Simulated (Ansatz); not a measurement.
# C₃H₉ClGeOSe: vertical ionisation energy

Aim: the vertical ionisation energy of C₃H₉ClGeOSe, as cation minus neutral at the neutral's geometry, on several levels, and how well −ε(HOMO) stands in for it.

Method: unrestricted cation, the program's frozen cores in correlated methods; program: Ansatz 0.2.0, Gaussian basis.

Levels to be run: UKS PBE-D4/def2-TZVPP; UKS r2SCAN-D4/def2-TZVPP; UKS PBE0-D4/def2-TZVPP; UKS B3LYP-D4/def2-TZVPP; UKS wB97X-V/def2-TZVPP; UKS wB97M-V/def2-TZVPP; UKS B2PLYP/def2-TZVPP; UHF-CCSD(T)/def2-TZVPP; UHF-MP2/def2-QZVPP; extrapolation to the limit; then −ε(HOMO) from the neutral's earlier runs with LDA (SPW92), PBE-D4, revPBE-D4, BLYP-D4, r2SCAN-D4, B97M-V, PBE0-D4, B3LYP-D4, r2SCANh-D4, r2SCAN0-D4, HSE06-D4, BHLYP-D4, CAM-B3LYP-D4, LC-ωPBE, ωB97X-V, ωB97M-V.

## 1. The geometry

All runs share one geometry, relaxed beforehand with PBE0-D4 in a triple-zeta def2 set.

SMILES `C[O][Ge]([CH3])([Cl])[Se]C`, 16 atoms, charge 0, spin multiplicity 1.

Atoms are counted from 1 here; the program's logs count them from 0.

Bond lengths: C1–O2 1.413 Å, C1–H8 1.095 Å, C1–H9 1.092 Å, C1–H10 1.096 Å, O2–Ge3 1.762 Å, Ge3–C4 1.930 Å, Ge3–Cl5 2.174 Å, Ge3–Se6 2.344 Å, C4–H11 1.090 Å, C4–H12 1.090 Å, C4–H13 1.090 Å, Se6–C7 1.957 Å, C7–H14 1.087 Å, C7–H15 1.088 Å, C7–H16 1.089 Å. Angles: O2–C1–H8 111.4°, O2–C1–H9 107.5°, O2–C1–H10 112.0°, H8–C1–H9 108.7°, H8–C1–H10 108.5°, H9–C1–H10 108.6°, C1–O2–Ge3 120.9°, O2–Ge3–C4 106.7°, O2–Ge3–Cl5 108.3°, O2–Ge3–Se6 107.8°, C4–Ge3–Cl5 108.4°, C4–Ge3–Se6 117.4°, Cl5–Ge3–Se6 107.9°, Ge3–C4–H11 109.0°, Ge3–C4–H12 109.0°, Ge3–C4–H13 109.9°, H11–C4–H12 109.9°, H11–C4–H13 109.5° and more.

## 2. Cation, UKS PBE-D4/def2-TZVPP

Contents of in.yaml:

```yaml
crystal:
  periodic: [false, false, false]
  atoms:
    - {symbol: C, position_ang: [-0.347566, -0.860801, -2.625835]}
    - {symbol: O, position_ang: [-0.520706, -1.380482, -1.323833]}
    - {symbol: Ge, position_ang: [0.046055, -0.490482, 0.087851]}
    - {symbol: C, position_ang: [-0.169891, -1.662122, 1.606428]}
    - {symbol: Cl, position_ang: [2.166697, -0.082479, -0.166322]}
    - {symbol: Se, position_ang: [-1.080069, 1.564230, 0.140693]}
    - {symbol: C, position_ang: [0.202707, 2.544282, 1.246121]}
    - {symbol: H, position_ang: [0.711510, -0.818847, -2.901353]}
    - {symbol: H, position_ang: [-0.863329, -1.529147, -3.317987]}
    - {symbol: H, position_ang: [-0.773089, 0.143874, -2.726616]}
    - {symbol: H, position_ang: [-1.224334, -1.919343, 1.708310]}
    - {symbol: H, position_ang: [0.417727, -2.565754, 1.443650]}
    - {symbol: H, position_ang: [0.172037, -1.162183, 2.512158]}
    - {symbol: H, position_ang: [1.192154, 2.490453, 0.798852]}
    - {symbol: H, position_ang: [0.214978, 2.152940, 2.260836]}
    - {symbol: H, position_ang: [-0.144880, 3.575890, 1.257027]}
basis:
  gaussian: {orbitals: def2-TZVPP}
total_charge: 1
magnetization: {spin_polarized: true, initial_magnetization: 1}
hamiltonian: {xc: pbe, dispersion: d4}
```

On the command line:

```
$ ansatz run in.yaml --threads 4 --pin off --events-out ev --progress --plain --max-ram 66560MiB --backend cuda --devices 0, --max-vram 37GiB
```

The runs that follow: Cation, UKS r2SCAN-D4/def2-TZVPP; Cation, UKS PBE0-D4/def2-TZVPP; Cation, UKS B3LYP-D4/def2-TZVPP; Cation, UKS wB97X-V/def2-TZVPP; Cation, UKS wB97M-V/def2-TZVPP; Cation, UKS B2PLYP (frozen core)/def2-TZVPP; Cation, UHF-CCSD(T)/def2-TZVPP; Cation, UHF-MP2/def2-QZVPP.

Q: Predict the results of all the runs planned. Wanted: ionisation energy, CCSD(T)/CBS; nearest functional by difference; nearest −ε(HOMO); −ε(HOMO) of PBE; T1 of the cation.

The runs gave:

| quantity | value |
| --- | --- |
| ionisation energy, CCSD(T)/CBS | 8.98 eV |
| nearest functional by difference | ωB97X-V (-0.16 eV) |
| nearest −ε(HOMO) | ωB97M-V (-0.03 eV) |
| −ε(HOMO) of PBE | 5.60 eV |
| T1 of the cation | 0.012 |

In words: Energy differences with functionals land within 0.51 eV of the reference. The PBE orbital energy is 3.4 eV too small: a semilocal HOMO is no ionisation energy. Among orbital estimates ωB97M-V comes nearest. Hartree-Fock falls 1.15 eV short, as the neutral has more correlation energy than the cation. Correlated methods include outer-core shells of Ge, Se, which these sets cover unevenly. With outer-core shells in play the reference is unsure by up to some tenths of an eV, so close misses can't be ranked.
